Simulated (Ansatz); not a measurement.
# ZrB: shifting one sublattice

This session takes ZrB and sets out to measure how stiffly every Zr atom is held.

Program: Ansatz 0.2.0. Level of theory: DFT PBE, scalar-relativistic, plane waves, PAW. These are calculated values, not measurements.

## 1. The structure to begin with

It takes space group Fm-3m (No. 225, cubic). Conventional cell: a = 4.650 Å, b = 4.650 Å, c = 4.650 Å, α = 90.00°, β = 90.00°, γ = 90.00°. Zr (site symmetry m-3m) has 6 B at 2.33 Å in its first shell of neighbours. B (site symmetry m-3m) has 6 Zr at 2.33 Å in its first shell of neighbours.

Structure file:

```cif
data_structure
_symmetry_space_group_name_H-M 'Fm-3m'
_symmetry_Int_Tables_number 225
_cell_length_a 4.6500
_cell_length_b 4.6500
_cell_length_c 4.6500
_cell_angle_alpha 90.000
_cell_angle_beta 90.000
_cell_angle_gamma 90.000
_cell_volume 100.54
loop_
_atom_site_label
_atom_site_type_symbol
_atom_site_symmetry_multiplicity
_atom_site_Wyckoff_symbol
_atom_site_fract_x
_atom_site_fract_y
_atom_site_fract_z
_atom_site_occupancy
Zr1 Zr 4 a 0.00000 0.00000 0.00000 1
B1 B 4 b 0.50000 0.00000 0.00000 1
```

No relaxation comes first: the listed cell is the starting point.

## 2. The reference cell

The reference gives a free energy of -4340.1250 eV, pressure 34.83 GPa, largest force 0.000 eV/Å and gap on the mesh none (metal). It was computed beforehand with the settings of the runs below.

## 3. Next: shifting one sublattice

Every Zr atom is moved by x along the Cartesian unit vector (0.000, 1.000, 0.000); the cell and all other atoms stay fixed. Forces below are components along that vector, summed over the moved atoms.

## 4. At x = -0.500 Å

The input, input.yaml:

```yaml
crystal:
  lattice:
    - [0.0, 2.325, 2.325]
    - [2.325, 0.0, 2.325]
    - [2.325, 2.325, 0.0]
  atoms:
    - { symbol: Zr, position: [-0.1075268817, 0.1075268817, -0.1075268817] }
    - { symbol: B, position: [0.5, 0.5, 0.5] }
basis:
  ecutwfc: 420
kpoints:
  mp_grid: { grid: [18, 18, 18] }
hamiltonian:
  xc: pbe
scf:
  occupations: { method: gaussian, width: 0.15 }
output:
  forces: true
  stress: true
  eigenvalues: true
```

Started as:

```sh
ansatz run input.yaml --threads 1 --pin off --max-ram 2560MiB --backend cpu --events-out ev --progress --plain --runs-dir out
```

What it wrote, cut to the lines that bear on the results:

```text
Warning: RAYON_NUM_THREADS=1 ignored (pool sized by the plan → 1); use --threads N
[...]
Pseudopotentials: kind: paw
Pseudopotential: Zr, paw, valence charge 12, recommended cutoff 420 eV (normal), Zr.paw.azcp
Pseudopotential: B, paw, valence charge 3, recommended cutoff 420 eV (normal), B.paw.azcp
Functional definition: PBE
[...]
Crystal: 2 atoms, lattice volume = 25.136 Å³
Basis set: ecut = 420 eV, 531 PW (Γ), exchange–correlation on 48×48×48 points (8 copies of the dense FFT grid, shifted against one another)
Bands: 12, of which v1, the nominal top of the filled ones, is band 8 counted from 1 (7 counted from 0)
Symmetry: 8 space group operations
Space group: I4mm (ITA 107), of the structure as read, at distance tolerance 2.9e-5 Å
k-points: 480 of 5832 (time reversal used)
[...]
SCF iter   1: F=—  HF=-4338.389133 eV  |F-HF|=—  |Δ(HF+E_count)|=         —  Δρ=8.30e-3  dr2=9.61e-3  ethr=1.77e-3  ⟨swp⟩=5.0  Hψ=29594  notcnv=0
[...]
SCF iter   6: F=-4338.389202 eV  HF=-4338.389202 eV  |F-HF|=1.27e-8  |Δ(HF+E_count)|=   6.86e-7  Δρ=1.81e-5  dr2=4.38e-8  ethr=6.67e-10  ⟨swp⟩=4.2  Hψ=25061  notcnv=0
[...]
SCF converged after 6 iterations
Free energy (F): -4338.389202 eV
[...]
E sigma→0 (E₀):  -4338.383516 eV
Entropy (-TS):   -0.011371 eV (-5.685 meV/atom)
Fermi energy:    14.709730 eV
[...]
--- Forces (eV/Å), atoms counted from 1 ---
  atom   1  Zr    -0.00000000     8.44110174     0.00000000
  atom   2  B      0.00000000    -8.44096510     0.00000000
[...]
--- Stress (GPa, compression-positive) ---
       28.692955       0.000000       0.000000
        0.000000      90.744426       0.000000
        0.000000       0.000000      28.692955
  P = ⅓ Tr σ = 49.3768 GPa (493.768 kbar)
--- Band table (eV; the first three rows and the last of 480) ---
  k-point 0: bands = ["-32.3157", "-10.4414", "-9.9745", "-9.9745", "6.4933", "14.4207", "14.4207", "15.2605", "16.6143", "18.3686", "20.9577", "20.9577"]
[...]
```

Run time: 13 s. Hardware: 1 thread of Arm Neoverse V1, shared host; peak memory 0.46 GiB.

## 5. x = 0.375 Å

input.yaml, as its differences from that of step 4:

```diff
@@ -6,3 +6,3 @@
   atoms:
-    - { symbol: Zr, position: [-0.1075268817, 0.1075268817, -0.1075268817] }
+    - { symbol: Zr, position: [0.0806451613, -0.0806451613, 0.0806451613] }
     - { symbol: B, position: [0.5, 0.5, 0.5] }
```

Started as:

```sh
ansatz run input.yaml --threads 1 --pin off --max-ram 2560MiB --backend cpu --events-out ev --progress --plain --runs-dir out
```

What it wrote, cut to the lines that bear on the results:

```text
Warning: RAYON_NUM_THREADS=1 ignored (pool sized by the plan → 1); use --threads N
[...]
[... 4 set-up lines as earlier in the session ...]
[...]
Crystal: 2 atoms, lattice volume = 25.136 Å³
Basis set: ecut = 420 eV, 531 PW (Γ), exchange–correlation on 48×48×48 points (8 copies of the dense FFT grid, shifted against one another)
Bands: 12, of which v1, the nominal top of the filled ones, is band 8 counted from 1 (7 counted from 0)
[... 2 set-up lines as earlier in the session ...]
k-points: 480 of 5832 (time reversal used)
[...]
SCF iter   1: F=—  HF=-4339.242698 eV  |F-HF|=—  |Δ(HF+E_count)|=         —  Δρ=5.61e-3  dr2=5.75e-3  ethr=1.77e-3  ⟨swp⟩=5.0  Hψ=29255  notcnv=0
[...]
SCF iter   6: F=-4339.241800 eV  HF=-4339.241800 eV  |F-HF|=2.87e-8  |Δ(HF+E_count)|=   8.70e-7  Δρ=1.55e-5  dr2=4.57e-8  ethr=6.67e-10  ⟨swp⟩=3.9  Hψ=24137  notcnv=0
[...]
SCF converged after 6 iterations
Free energy (F): -4339.241800 eV
[...]
E sigma→0 (E₀):  -4339.235262 eV
Entropy (-TS):   -0.013074 eV (-6.537 meV/atom)
Fermi energy:    14.679795 eV
[...]
--- Forces (eV/Å), atoms counted from 1 ---
  atom   1  Zr     0.00000000    -5.41019909     0.00000000
  atom   2  B      0.00000000     5.41012790     0.00000000
[...]
--- Stress (GPa, compression-positive) ---
       30.917144       0.000000       0.000000
        0.000000      67.320878       0.000000
        0.000000       0.000000      30.917144
  P = ⅓ Tr σ = 43.0517 GPa (430.517 kbar)
--- Band table (eV; the first three rows and the last of 480) ---
  k-point 0: bands = ["-32.2504", "-10.1963", "-9.9518", "-9.9518", "6.3748", "15.0696", "15.0696", "15.7980", "16.5704", "18.3340", "20.0984", "20.0984"]
[...]
```

It took 13 s on 1 thread of Arm Neoverse V1, shared host; peak memory 0.46 GiB.

## 6. Point x = -0.250 Å

input.yaml, as its differences from that of step 5:

```diff
@@ -6,3 +6,3 @@
   atoms:
-    - { symbol: Zr, position: [0.0806451613, -0.0806451613, 0.0806451613] }
+    - { symbol: Zr, position: [-0.0537634409, 0.0537634409, -0.0537634409] }
     - { symbol: B, position: [0.5, 0.5, 0.5] }
```

Started as:

```sh
ansatz run input.yaml --threads 1 --pin off --max-ram 2560MiB --backend cpu --events-out ev --progress --plain --runs-dir out
```

What it wrote, cut to the lines that bear on the results:

```text
[...]
SCF converged after 6 iterations
Free energy (F): -4339.769561 eV
[...]
E sigma→0 (E₀):  -4339.763748 eV
Entropy (-TS):   -0.011626 eV (-5.813 meV/atom)
Fermi energy:    14.617959 eV
[...]
--- Forces (eV/Å), atoms counted from 1 ---
  atom   1  Zr     0.00000000     3.11599326     0.00000000
  atom   2  B      0.00000000    -3.11596793     0.00000000
[...]
--- Stress (GPa, compression-positive) ---
       32.754419       0.000000       0.000000
        0.000000      50.058009       0.000000
        0.000000       0.000000      32.754419
  P = ⅓ Tr σ = 38.5223 GPa (385.223 kbar)
--- Band table (eV; the first three rows and the last of 480) ---
  k-point 0: bands = ["-32.2231", "-10.0548", "-9.9496", "-9.9496", "6.2955", "15.6890", "15.6890", "16.5036", "16.5265", "18.2970", "19.3148", "19.3148"]
[...]
```

Run time: 13 s. Hardware: 1 thread of Arm Neoverse V1, shared host; peak memory 0.46 GiB.

## 7. At x = 0.125 Å

input.yaml, as its differences from that of step 6:

```diff
@@ -6,3 +6,3 @@
   atoms:
-    - { symbol: Zr, position: [-0.0537634409, 0.0537634409, -0.0537634409] }
+    - { symbol: Zr, position: [0.0268817204, -0.0268817204, 0.0268817204] }
     - { symbol: B, position: [0.5, 0.5, 0.5] }
```

Started as:

```sh
ansatz run input.yaml --threads 1 --pin off --max-ram 2560MiB --backend cpu --events-out ev --progress --plain --runs-dir out
```

What it wrote, cut to the lines that bear on the results:

```text
Warning: RAYON_NUM_THREADS=1 ignored (pool sized by the plan → 1); use --threads N
[...]
[... 4 set-up lines as earlier in the session ...]
[...]
Crystal: 2 atoms, lattice volume = 25.136 Å³
Basis set: ecut = 420 eV, 531 PW (Γ), exchange–correlation on 48×48×48 points (8 copies of the dense FFT grid, shifted against one another)
Bands: 12, of which v1, the nominal top of the filled ones, is band 8 counted from 1 (7 counted from 0)
[... 2 set-up lines as earlier in the session ...]
k-points: 480 of 5832 (time reversal used)
[...]
SCF iter   1: F=—  HF=-4340.043671 eV  |F-HF|=—  |Δ(HF+E_count)|=         —  Δρ=3.12e-3  dr2=2.17e-3  ethr=1.77e-3  ⟨swp⟩=5.0  Hψ=28868  notcnv=0
[...]
SCF iter   6: F=-4340.043213 eV  HF=-4340.043213 eV  |F-HF|=4.42e-8  |Δ(HF+E_count)|=   7.21e-8  Δρ=1.42e-5  dr2=6.16e-8  ethr=6.67e-10  ⟨swp⟩=5.5  Hψ=25155  notcnv=0
[...]
SCF converged after 6 iterations
Free energy (F): -4340.043213 eV
[...]
E sigma→0 (E₀):  -4340.037213 eV
Entropy (-TS):   -0.011999 eV (-5.999 meV/atom)
Fermi energy:    14.569737 eV
[...]
--- Forces (eV/Å), atoms counted from 1 ---
  atom   1  Zr     0.00000000    -1.34755584     0.00000000
  atom   2  B      0.00000000     1.34754703     0.00000000
[...]
--- Stress (GPa, compression-positive) ---
       34.242642       0.000000       0.000000
        0.000000      38.685728       0.000000
        0.000000       0.000000      34.242642
  P = ⅓ Tr σ = 35.7237 GPa (357.237 kbar)
--- Band table (eV; the first three rows and the last of 480) ---
  k-point 0: bands = ["-32.2083", "-9.9756", "-9.9500", "-9.9500", "6.2493", "16.2283", "16.2283", "16.4950", "17.3514", "18.2707", "18.6699", "18.6699"]
[...]
```

Wall time 13 s (1 thread of Arm Neoverse V1, shared host); peak memory 0.46 GiB.

## 8. At x = 0.438 Å

input.yaml, as its differences from that of step 7:

```diff
@@ -6,3 +6,3 @@
   atoms:
-    - { symbol: Zr, position: [0.0268817204, -0.0268817204, 0.0268817204] }
+    - { symbol: Zr, position: [0.0940860215, -0.0940860215, 0.0940860215] }
     - { symbol: B, position: [0.5, 0.5, 0.5] }
```

Started as:

```sh
ansatz run input.yaml --threads 1 --pin off --max-ram 2560MiB --backend cpu --events-out ev --progress --plain --runs-dir out
```

What it wrote, cut to the lines that bear on the results:

```text
Warning: RAYON_NUM_THREADS=1 ignored (pool sized by the plan → 1); use --threads N
[...]
[... 4 set-up lines as earlier in the session ...]
[...]
Crystal: 2 atoms, lattice volume = 25.136 Å³
Basis set: ecut = 420 eV, 531 PW (Γ), exchange–correlation on 48×48×48 points (8 copies of the dense FFT grid, shifted against one another)
Bands: 12, of which v1, the nominal top of the filled ones, is band 8 counted from 1 (7 counted from 0)
[... 2 set-up lines as earlier in the session ...]
k-points: 480 of 5832 (time reversal used)
[...]
SCF iter   1: F=—  HF=-4338.863092 eV  |F-HF|=—  |Δ(HF+E_count)|=         —  Δρ=7.03e-3  dr2=7.99e-3  ethr=1.77e-3  ⟨swp⟩=5.0  Hψ=29476  notcnv=0
[...]
SCF iter   6: F=-4338.862312 eV  HF=-4338.862312 eV  |F-HF|=2.77e-8  |Δ(HF+E_count)|=   8.52e-7  Δρ=1.72e-5  dr2=5.08e-8  ethr=6.67e-10  ⟨swp⟩=4.1  Hψ=24606  notcnv=0
[...]
SCF converged after 6 iterations
Free energy (F): -4338.862312 eV
[...]
E sigma→0 (E₀):  -4338.856079 eV
Entropy (-TS):   -0.012465 eV (-6.232 meV/atom)
Fermi energy:    14.698009 eV
[...]
--- Forces (eV/Å), atoms counted from 1 ---
  atom   1  Zr     0.00000000    -6.76460718     0.00000000
  atom   2  B      0.00000000     6.76451820     0.00000000
[...]
--- Stress (GPa, compression-positive) ---
       29.951243       0.000000       0.000000
        0.000000      77.706743       0.000000
        0.000000       0.000000      29.951243
  P = ⅓ Tr σ = 45.8697 GPa (458.697 kbar)
--- Band table (eV; the first three rows and the last of 480) ---
  k-point 0: bands = ["-32.2747", "-10.3009", "-9.9580", "-9.9580", "6.4288", "14.7491", "14.7491", "15.5071", "16.5937", "18.3534", "20.5198", "20.5198"]
[...]
```

It took 13 s on 1 thread of Arm Neoverse V1, shared host; peak memory 0.46 GiB.

## 9. Point x = 0.312 Å

input.yaml, as its differences from that of step 8:

```diff
@@ -6,3 +6,3 @@
   atoms:
-    - { symbol: Zr, position: [0.0940860215, -0.0940860215, 0.0940860215] }
+    - { symbol: Zr, position: [0.0672043011, -0.0672043011, 0.0672043011] }
     - { symbol: B, position: [0.5, 0.5, 0.5] }
```

Started as:

```sh
ansatz run input.yaml --threads 1 --pin off --max-ram 2560MiB --backend cpu --events-out ev --progress --plain --runs-dir out
```

What it wrote, cut to the lines that bear on the results:

```text
[...]
SCF converged after 6 iterations
Free energy (F): -4339.541362 eV
[...]
E sigma→0 (E₀):  -4339.535044 eV
Entropy (-TS):   -0.012635 eV (-6.318 meV/atom)
Fermi energy:    14.648461 eV
[...]
--- Forces (eV/Å), atoms counted from 1 ---
  atom   1  Zr     0.00000000    -4.20318354     0.00000000
  atom   2  B      0.00000000     4.20312743     0.00000000
[...]
--- Stress (GPa, compression-positive) ---
       31.835008       0.000000       0.000000
        0.000000      58.167619       0.000000
        0.000000       0.000000      31.835008
  P = ⅓ Tr σ = 40.6125 GPa (406.125 kbar)
--- Band table (eV; the first three rows and the last of 480) ---
  k-point 0: bands = ["-32.2348", "-10.1165", "-9.9502", "-9.9502", "6.3307", "15.3840", "15.3840", "16.1311", "16.5473", "18.3144", "19.6950", "19.6950"]
[...]
```

Wall time 13 s (1 thread of Arm Neoverse V1, shared host); peak memory 0.46 GiB.

## 10. At x = 0.188 Å

input.yaml, as its differences from that of step 9:

```diff
@@ -6,3 +6,3 @@
   atoms:
-    - { symbol: Zr, position: [0.0672043011, -0.0672043011, 0.0672043011] }
+    - { symbol: Zr, position: [0.0403225806, -0.0403225806, 0.0403225806] }
     - { symbol: B, position: [0.5, 0.5, 0.5] }
```

Started as:

```sh
ansatz run input.yaml --threads 1 --pin off --max-ram 2560MiB --backend cpu --events-out ev --progress --plain --runs-dir out
```

What it wrote, cut to the lines that bear on the results:

```text
[...]
SCF converged after 6 iterations
Free energy (F): -4339.933941 eV
[...]
E sigma→0 (E₀):  -4339.928060 eV
Entropy (-TS):   -0.011762 eV (-5.881 meV/atom)
Fermi energy:    14.590612 eV
[...]
--- Forces (eV/Å), atoms counted from 1 ---
  atom   1  Zr     0.00000000    -2.16885587     0.00000000
  atom   2  B      0.00000000     2.16887277     0.00000000
[...]
--- Stress (GPa, compression-positive) ---
       33.595797       0.000000       0.000000
        0.000000      43.473307       0.000000
        0.000000       0.000000      33.595797
  P = ⅓ Tr σ = 36.8883 GPa (368.883 kbar)
--- Band table (eV; the first three rows and the last of 480) ---
  k-point 0: bands = ["-32.2144", "-10.0083", "-9.9496", "-9.9496", "6.2687", "15.9761", "15.9761", "16.5088", "16.9117", "18.2822", "18.9673", "18.9673"]
[...]
```

Run time: 13 s. Hardware: 1 thread of Arm Neoverse V1, shared host; peak memory 0.46 GiB.

## 11. Point x = 0.062 Å

input.yaml, as its differences from that of step 10:

```diff
@@ -6,3 +6,3 @@
   atoms:
-    - { symbol: Zr, position: [0.0403225806, -0.0403225806, 0.0403225806] }
+    - { symbol: Zr, position: [0.0134408602, -0.0134408602, 0.0134408602] }
     - { symbol: B, position: [0.5, 0.5, 0.5] }
```

Started as:

```sh
ansatz run input.yaml --threads 1 --pin off --max-ram 2560MiB --backend cpu --events-out ev --progress --plain --runs-dir out
```

What it wrote, cut to the lines that bear on the results:

```text
[...]
SCF converged after 6 iterations
Free energy (F): -4340.104989 eV
[...]
E sigma→0 (E₀):  -4340.098765 eV
Entropy (-TS):   -0.012448 eV (-6.224 meV/atom)
Fermi energy:    14.557116 eV
[...]
--- Forces (eV/Å), atoms counted from 1 ---
  atom   1  Zr     0.00000000    -0.64535472     0.00000000
  atom   2  B      0.00000000     0.64534263     0.00000000
[...]
--- Stress (GPa, compression-positive) ---
       34.671436       0.000000       0.000000
        0.000000      35.800179       0.000000
        0.000000       0.000000      34.671436
  P = ⅓ Tr σ = 35.0477 GPa (350.477 kbar)
--- Band table (eV; the first three rows and the last of 480) ---
  k-point 0: bands = ["-32.2049", "-9.9567", "-9.9504", "-9.9504", "6.2376", "16.4130", "16.4130", "16.4864", "17.8191", "18.2635", "18.4574", "18.4574"]
[...]
```

Run time: 13 s. Hardware: 1 thread of Arm Neoverse V1, shared host; peak memory 0.46 GiB.

## 12. All points together

The scan, with free energies counted from the undisturbed cell:

| x (Å) | ΔE (meV/cell) | force on the moved atoms (eV/Å) | pressure (GPa) |
| --- | --- | --- | --- |
| -0.500 | 1735.8 | 8.441 | 49.4 |
| -0.250 | 355.5 | 3.116 | 38.5 |
| 0.000 | 0.0 | 0.000 | 34.8 |
| 0.062 | 20.0 | -0.645 | 35.0 |
| 0.125 | 81.8 | -1.348 | 35.7 |
| 0.188 | 191.1 | -2.169 | 36.9 |
| 0.312 | 583.7 | -4.203 | 40.6 |
| 0.375 | 883.2 | -5.410 | 43.1 |
| 0.438 | 1262.7 | -6.765 | 45.9 |

Not run, since symmetry makes them alike: 0.500 repeats -0.500, -0.375 repeats 0.375, 0.250 repeats -0.250, -0.125 repeats 0.125. Energy, pressure and gap are the same there.

## 13. Results

```
                                                        quantity        value
force constant along x, from the points at -0.250, 0 and 0.062 Å  10.75 eV/Å²
```

Near the site the force constant is 10.75 eV/Å². The step of 0.25 Å is wide, so anharmonic terms mix in. No sampled point lies below the undisturbed cell.
